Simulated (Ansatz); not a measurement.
# CH2ClSi2: the cost of one run

All numbers below are computed with Ansatz 0.2.0 (RKS B3LYP-D4/def2-SVP).

## Step 1: The starting structure

Bond lengths: Si1–C2 1.723 Å, C2–Si3 1.761 Å, Si3–Cl4 2.367 Å, Si3–H5 1.494 Å, Si3–H6 1.494 Å. Angles: Si1–C2–Si3 159.5°, C2–Si3–Cl4 112.5°, C2–Si3–H5 122.3°, C2–Si3–H6 122.3°, Cl4–Si3–H5 94.1°, Cl4–Si3–H6 94.1°, H5–Si3–H6 104.5°.

Coordinates:

```xyz
6

Si    0.4132   -2.8343    0.7069
C     0.6005   -1.1462    0.4171
Si    0.1929    0.5033   -0.0466
Cl   -2.0542    0.7146   -0.7587
H     0.7542    1.1516   -1.2704
H     0.0934    1.6110    0.9517
```

## Step 2: Preparing the start

input.yaml

```yaml
crystal:
  periodic: [false, false, false]
  atoms:
    - { symbol: Si, position_ang: [0.41321, -2.83428, 0.70686] }
    - { symbol: C, position_ang: [0.60048, -1.14624, 0.41713] }
    - { symbol: Si, position_ang: [0.19288, 0.50333, -0.0466] }
    - { symbol: Cl, position_ang: [-2.05417, 0.71464, -0.75871] }
    - { symbol: H, position_ang: [0.75424, 1.1516, -1.27043] }
    - { symbol: H, position_ang: [0.09336, 1.61095, 0.95175] }
total_charge: -1
basis:
  gaussian: { orbitals: def2-SVP }
hamiltonian:
  xc: b3lyp
  dispersion: d4
relax:
  f_tol: 0.02
  max_steps: 40
```

Command:

```bash
ansatz run input.yaml --threads 1 --pin off --max-ram 2048MiB --backend cpu --events-out ev --progress --plain --runs-dir out
```

**Question.** How long does this run take on 1 thread of an Arm CPU, shared host, and how much memory does it need?

About 25 s, with a peak of 0.15 GiB.
